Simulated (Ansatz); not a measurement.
# F₃H₄NO₂Si₂: small, medium and large basis sets

The task here is to estimate one member of a computed series from the others.

Computed with Ansatz 0.2.0, Gaussian basis. Level: one geometry, several basis sets.

The runs, in order: PBE0-D4/def2-SVP; ωB97M-V/def2-SVP; PBE0-D4/def2-QZVPP; ωB97M-V/def2-QZVPP; the functionals' def2-TZVPP values are taken from earlier runs.

### The geometry

The geometry comes from an earlier relaxation with PBE0-D4 in a triple-zeta def2 set; it is a stationary point, not always the lowest conformer.

SMILES `O[SiH](O)N[Si](F)(F)F`, 12 atoms, charge 0, spin multiplicity 1.

Atoms are counted from 1 here; the program's logs count them from 0.

Bond lengths: O1–Si2 1.631 Å, O1–H9 0.960 Å, Si2–O3 1.636 Å, Si2–N4 1.724 Å, Si2–H10 1.476 Å, O3–H11 0.958 Å, N4–Si5 1.680 Å, N4–H12 1.011 Å, Si5–F6 1.580 Å, Si5–F7 1.575 Å, Si5–F8 1.574 Å. Angles: Si2–O1–H9 118.9°, O1–Si2–O3 116.2°, O1–Si2–N4 108.1°, O1–Si2–H10 104.5°, O3–Si2–N4 103.8°, O3–Si2–H10 110.1°, N4–Si2–H10 114.5°, Si2–O3–H11 117.7°, Si2–N4–Si5 128.1°, Si2–N4–H12 116.1°, Si5–N4–H12 115.7°, N4–Si5–F6 111.8°, N4–Si5–F7 109.5°, N4–Si5–F8 113.8°, F6–Si5–F7 108.2°, F6–Si5–F8 105.4°, F7–Si5–F8 107.8°.

Set-up of the first run:

The input, in.yaml:

```yaml
crystal:
  periodic: [false, false, false]
  atoms:
    - {symbol: O, position_ang: [-0.948139, -1.613467, 0.242422]}
    - {symbol: Si, position_ang: [0.365995, -1.039137, -0.533891]}
    - {symbol: O, position_ang: [0.291746, -1.027181, -2.168511]}
    - {symbol: N, position_ang: [0.550120, 0.624259, -0.118048]}
    - {symbol: Si, position_ang: [-0.161823, 1.459290, 1.154071]}
    - {symbol: F, position_ang: [-1.728780, 1.257692, 1.183936]}
    - {symbol: F, position_ang: [0.133715, 2.998630, 1.004080]}
    - {symbol: F, position_ang: [0.345565, 1.008416, 2.573810]}
    - {symbol: H, position_ang: [-1.779947, -1.141851, 0.159092]}
    - {symbol: H, position_ang: [1.469962, -1.907789, -0.081985]}
    - {symbol: H, position_ang: [0.435212, -1.856356, -2.626979]}
    - {symbol: H, position_ang: [1.103277, 1.182293, -0.753998]}
basis:
  gaussian: {orbitals: def2-SVP}
hamiltonian: {xc: pbe0, dispersion: d4}
output: {orbitals: {seedname: orbitals}}
```

Among the steps run: PBE0-D4 in def2-SVP; ωB97M-V in def2-SVP; PBE0-D4 in def2-QZVPP; ωB97M-V in def2-QZVPP.

One of the session's tables, all rows but one given; the rest of the session is left out.

It belongs to the step «Functionals by basis». 

```
functional       basis  HOMO (eV)  LUMO (eV)
   PBE0-D4    def2-SVP      -8.62       1.02
   PBE0-D4  def2-TZVPP      -8.80       0.48
   PBE0-D4  def2-QZVPP          ?          ?
   ωB97M-V    def2-SVP     -10.95       2.72
   ωB97M-V  def2-TZVPP     -11.16       1.96
   ωB97M-V  def2-QZVPP     -11.20       1.35
```

Q: Estimate the row for PBE0-D4, def2-QZVPP from the others.

**Answer.** HOMO (eV): -8.84; LUMO (eV): 0.11. In the column «HOMO (eV)» it lies between ωB97M-V, def2-SVP (-10.95) and PBE0-D4, def2-TZVPP (-8.80).
